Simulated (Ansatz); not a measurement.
# TeP2: the cost of one run

Method: DFT PBE, scalar-relativistic, plane waves, PAW, in Ansatz 0.2.0.

## (1) Starting point

Symmetry: P4/mmm, No. 123, tetragonal system. The conventional cell has a = 3.237 Å, b = 3.237 Å, c = 6.679 Å, α = 90.00°, β = 90.00°, γ = 90.00°. Te (site symmetry 4/mmm) has 8 P at 3.02 Å and 4 Te at 3.24 Å as nearest neighbours. P (site symmetry 4mm) is surrounded by 1 P at 2.74 Å and 4 Te at 3.02 Å.

As a file:

```xyz
3
Lattice="3.2369 0.0000 0.0000 0.0000 3.2369 0.0000 0.0000 0.0000 6.6786" Properties=species:S:1:pos:R:3 pbc="T T T"
Te    0.0000    0.0000    0.0000
P     1.6185    1.6185    1.9702
P     1.6185    1.6185    4.7084
```

A structure generator made this guess: species swapped into a database cell of Ga2Cu (P4/mmm, No. 123), with P on the Ga sites and Te on the Cu sites. Its size is a rough estimate.

## (2) The guess as it stands, on a coarse mesh

Contents of input.yaml:

```yaml
crystal:
  lattice:
    - [3.2369182, 0.0, 0.0]
    - [0.0, 3.2369182, 0.0]
    - [0.0, 0.0, 6.67857477]
  atoms:
    - { symbol: Te, position: [0.0, 0.0, 0.0] }
    - { symbol: P, position: [0.5, 0.5, 0.29499999] }
    - { symbol: P, position: [0.5, 0.5, 0.70500001] }
basis:
  ecutwfc: 420
kpoints:
  mp_grid: { grid: [6, 6, 4] }
hamiltonian:
  xc: pbe
scf:
  occupations: { method: gaussian, width: 0.1 }
  lower_state_search: "off"
output:
  forces: true
  stress: true
  eigenvalues: true
```

Started as:

```
$ ansatz run input.yaml --threads 1 --pin off --max-ram 2560MiB --backend cpu --events-out ev --progress --plain --runs-dir out
```

What time and memory should one allow on 1 thread of Arm Neoverse V2, shared host?

About 1.9 s, with a peak of 0.32 GiB.
